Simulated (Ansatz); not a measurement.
# BeB26P27: the cost of one run

Program: Ansatz 0.2.0. Level of theory: DFT, PBE, plane-wave PAW, default files, scalar-relativistic, as far as a step names no other. These are calculated values, not measurements.

**1. The starting structure**

It takes space group F-43m (No. 216, cubic). Conventional cell: a = 13.614 Å, b = 13.614 Å, c = 13.614 Å, α = 90.00°, β = 90.00°, γ = 90.00°. Be (site symmetry -43m) has 4 P at 1.97 Å as nearest neighbours. B (site symmetry m) is surrounded by 4 P at 1.97 Å. Around B (site symmetry 3m) lie 4 P at 1.97 Å. B (site symmetry 2mm) is surrounded by 4 P at 1.97 Å. P (site symmetry 3m) has 1 Be at 1.97 Å and 3 B at 1.97 Å as nearest neighbours. P (site symmetry 2mm) is surrounded by 4 B at 1.97 Å. P (site symmetry m) is surrounded by 4 B at 1.97 Å. Only part of the 10 independent sites is listed.

Coordinates:

```xyz
54
Lattice="0.0000 6.8070 6.8070 6.8070 0.0000 6.8070 6.8070 6.8070 0.0000" Properties=species:S:1:pos:R:3 pbc="T T T"
Be    0.0000    0.0000    0.0000
B     2.2690    2.2690    0.0000
B     4.5380    4.5380    0.0000
B     2.2690    0.0000    2.2690
B     4.5380    2.2690    2.2690
B     6.8070    4.5380    2.2690
B     4.5380    0.0000    4.5380
B     6.8070    2.2690    4.5380
B     9.0760    4.5380    4.5380
B     0.0000    2.2690    2.2690
B     2.2690    4.5380    2.2690
B     4.5380    6.8070    2.2690
B     2.2690    2.2690    4.5380
B     4.5380    4.5380    4.5380
B     6.8070    6.8070    4.5380
B     4.5380    2.2690    6.8070
B     6.8070    4.5380    6.8070
B     9.0760    6.8070    6.8070
B     0.0000    4.5380    4.5380
B     2.2690    6.8070    4.5380
B     4.5380    9.0760    4.5380
B     2.2690    4.5380    6.8070
B     4.5380    6.8070    6.8070
B     6.8070    9.0760    6.8070
B     4.5380    4.5380    9.0760
B     6.8070    6.8070    9.0760
B     9.0760    9.0760    9.0760
P     1.1345    1.1345    1.1345
P     3.4035    3.4035    1.1345
P     5.6725    5.6725    1.1345
P     3.4035    1.1345    3.4035
P     5.6725    3.4035    3.4035
P     7.9415    5.6725    3.4035
P     5.6725    1.1345    5.6725
P     7.9415    3.4035    5.6725
P    10.2105    5.6725    5.6725
P     1.1345    3.4035    3.4035
P     3.4035    5.6725    3.4035
P     5.6725    7.9415    3.4035
P     3.4035    3.4035    5.6725
P     5.6725    5.6725    5.6725
P     7.9415    7.9415    5.6725
P     5.6725    3.4035    7.9415
P     7.9415    5.6725    7.9415
P    10.2105    7.9415    7.9415
P     1.1345    5.6725    5.6725
P     3.4035    7.9415    5.6725
P     5.6725   10.2105    5.6725
P     3.4035    5.6725    7.9415
P     5.6725    7.9415    7.9415
P     7.9415   10.2105    7.9415
P     5.6725    5.6725   10.2105
P     7.9415    7.9415   10.2105
P    10.2105   10.2105   10.2105
```

Atom 1 of the input is the impurity.

**2. First run, atoms as given**

input.yaml reads:

```yaml
crystal:
  lattice:
    - [0.0, 6.807, 6.807]
    - [6.807, 0.0, 6.807]
    - [6.807, 6.807, 0.0]
  atoms:
    - { symbol: Be, position: [0.0, 0.0, 0.0] }
    - { symbol: B, position: [0.0, 0.0, 0.3333333333] }
    - { symbol: B, position: [0.0, 0.0, 0.6666666667] }
    - { symbol: B, position: [0.0, 0.3333333333, 0.0] }
    - { symbol: B, position: [0.0, 0.3333333333, 0.3333333333] }
    - { symbol: B, position: [0.0, 0.3333333333, 0.6666666667] }
    - { symbol: B, position: [0.0, 0.6666666667, 0.0] }
    - { symbol: B, position: [0.0, 0.6666666667, 0.3333333333] }
    - { symbol: B, position: [0.0, 0.6666666667, 0.6666666667] }
    - { symbol: B, position: [0.3333333333, 0.0, 0.0] }
    - { symbol: B, position: [0.3333333333, 0.0, 0.3333333333] }
    - { symbol: B, position: [0.3333333333, 0.0, 0.6666666667] }
    - { symbol: B, position: [0.3333333333, 0.3333333333, 0.0] }
    - { symbol: B, position: [0.3333333333, 0.3333333333, 0.3333333333] }
    - { symbol: B, position: [0.3333333333, 0.3333333333, 0.6666666667] }
    - { symbol: B, position: [0.3333333333, 0.6666666667, 0.0] }
    - { symbol: B, position: [0.3333333333, 0.6666666667, 0.3333333333] }
    - { symbol: B, position: [0.3333333333, 0.6666666667, 0.6666666667] }
    - { symbol: B, position: [0.6666666667, 0.0, 0.0] }
    - { symbol: B, position: [0.6666666667, 0.0, 0.3333333333] }
    - { symbol: B, position: [0.6666666667, 0.0, 0.6666666667] }
    - { symbol: B, position: [0.6666666667, 0.3333333333, 0.0] }
    - { symbol: B, position: [0.6666666667, 0.3333333333, 0.3333333333] }
    - { symbol: B, position: [0.6666666667, 0.3333333333, 0.6666666667] }
    - { symbol: B, position: [0.6666666667, 0.6666666667, 0.0] }
    - { symbol: B, position: [0.6666666667, 0.6666666667, 0.3333333333] }
    - { symbol: B, position: [0.6666666667, 0.6666666667, 0.6666666667] }
    - { symbol: P, position: [0.0833333333, 0.0833333333, 0.0833333333] }
    - { symbol: P, position: [0.0833333333, 0.0833333333, 0.4166666667] }
    - { symbol: P, position: [0.0833333333, 0.0833333333, 0.75] }
    - { symbol: P, position: [0.0833333333, 0.4166666667, 0.0833333333] }
    - { symbol: P, position: [0.0833333333, 0.4166666667, 0.4166666667] }
    - { symbol: P, position: [0.0833333333, 0.4166666667, 0.75] }
    - { symbol: P, position: [0.0833333333, 0.75, 0.0833333333] }
    - { symbol: P, position: [0.0833333333, 0.75, 0.4166666667] }
    - { symbol: P, position: [0.0833333333, 0.75, 0.75] }
    - { symbol: P, position: [0.4166666667, 0.0833333333, 0.0833333333] }
    - { symbol: P, position: [0.4166666667, 0.0833333333, 0.4166666667] }
    - { symbol: P, position: [0.4166666667, 0.0833333333, 0.75] }
    - { symbol: P, position: [0.4166666667, 0.4166666667, 0.0833333333] }
    - { symbol: P, position: [0.4166666667, 0.4166666667, 0.4166666667] }
    - { symbol: P, position: [0.4166666667, 0.4166666667, 0.75] }
    - { symbol: P, position: [0.4166666667, 0.75, 0.0833333333] }
    - { symbol: P, position: [0.4166666667, 0.75, 0.4166666667] }
    - { symbol: P, position: [0.4166666667, 0.75, 0.75] }
    - { symbol: P, position: [0.75, 0.0833333333, 0.0833333333] }
    - { symbol: P, position: [0.75, 0.0833333333, 0.4166666667] }
    - { symbol: P, position: [0.75, 0.0833333333, 0.75] }
    - { symbol: P, position: [0.75, 0.4166666667, 0.0833333333] }
    - { symbol: P, position: [0.75, 0.4166666667, 0.4166666667] }
    - { symbol: P, position: [0.75, 0.4166666667, 0.75] }
    - { symbol: P, position: [0.75, 0.75, 0.0833333333] }
    - { symbol: P, position: [0.75, 0.75, 0.4166666667] }
    - { symbol: P, position: [0.75, 0.75, 0.75] }
total_charge: -1
kpoints:
  mp_grid: { grid: [3, 3, 3] }
scf:
  occupations: { method: fermi_dirac, width: 0.01 }
hamiltonian:
  xc: pbe
  pseudopotentials: { kind: paw }
output:
  forces: true
  stress: true
  populations: true
  efg:
    quadrupole_moments_barn: { Be: 0.05288, B: 0.04059 }
    contact_densities: true
```

Started as:

```bash
$ ansatz run input.yaml --threads 1 --pin off --max-ram 3072MiB --backend cpu --events-out ev --progress --plain --runs-dir out
```

**Question.** How long does this run take on 1 thread of Arm Neoverse V1, shared host, and how much memory does it need?

About 82 s, with a peak of 1.1 GiB.
